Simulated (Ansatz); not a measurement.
Consider the interaction energy of a dimer with the counterpoise correction of H3NOSi, SMILES N[Si]O (the Python package of Ansatz (0.2.0)).

The script, `dimer_h3nosi.py`:
```python
"""Binding of a H3NOSi dimer at a trial geometry."""

import ansatz

FIRST = [
    ("N", (-0.8283, 0.003, -0.2548)),
    ("Si", (0.6304, -0.6052, -0.6716)),
    ("O", (1.4819, -0.1858, 0.6496)),
    ("H", (-1.4844, -0.1158, -1.0062)),
    ("H", (-0.8069, 1.0542, -0.2073)),
    ("H", (1.0075, -0.1506, 1.4903)),
]
SECOND = [
    ("N", (-3.9497, -2.4789, 2.1048)),
    ("Si", (-3.5755, -1.3187, 1.0161)),
    ("O", (-4.9156, -0.4035, 1.13)),
    ("H", (-3.2364, -3.1861, 2.1213)),
    ("H", (-4.7644, -3.0613, 1.7809)),
    ("H", (-5.3602, -0.3728, 1.9871)),
]

def energy(atoms, ghosts=()):
    molecule = ansatz.Crystal.molecule()
    for symbol, xyz in atoms:
        molecule = molecule.atom(symbol, xyz)
    calc = (
        molecule.calculation()
        .basis(gaussian="def2-SVP")
        .functional("PBE")
    )
    deck = calc.input()
    if ghosts:
        deck = deck.set(ansatz.key.basis.gaussian.ghost_atoms, [{"symbol": s, "position_ang": list(xyz)} for s, xyz in ghosts])
    return ansatz.Session.from_dict(deck).plan().execute().report["free_energy_ev"]


def main() -> None:
    # monomers in their own basis and in the basis of the dimer
    both = energy(FIRST + SECOND)
    alone = energy(FIRST) + energy(SECOND)
    ghosted = energy(FIRST, SECOND) + energy(SECOND, FIRST)
    print(f"dimer {both:.6f} eV")
    print(f"interaction, uncorrected   {96.485332 * (both - alone):8.3f} kJ/mol")
    print(f"interaction, counterpoise  {96.485332 * (both - ghosted):8.3f} kJ/mol")
    print(f"basis-set superposition    {96.485332 * (alone - ghosted):8.3f} kJ/mol")


if __name__ == "__main__":
    main()
```

How large is the interaction at this pose, and how much of it is basis-set superposition?

Uncorrected it is 5.826 kJ/mol, with the counterpoise correction 13.580 kJ/mol; the difference, 7.75 kJ/mol, is the superposition error. In this basis both values are repulsive.

What the script printed:

```console
$ python dimer_h3nosi.py
dimer -22900.811759 eV
interaction, uncorrected      5.826 kJ/mol
interaction, counterpoise    13.580 kJ/mol
basis-set superposition       7.754 kJ/mol
```

Caveats:
- Total energies depend on the basis set; only differences at equal settings carry meaning.
- The dimer is a generated trial pose of unrelaxed monomers, not a minimum, so the figure is no binding energy, and the basis set is small.
- This level lacks the dispersion part of the attraction (electrostatics and induction are there), which can decide the sign where the interaction is weak.
- Hardware and time: 9.4 s on 1 thread of Intel(R) Xeon(R) Processor @ 2.30GHz (shared host), peak memory 0.25 GiB.
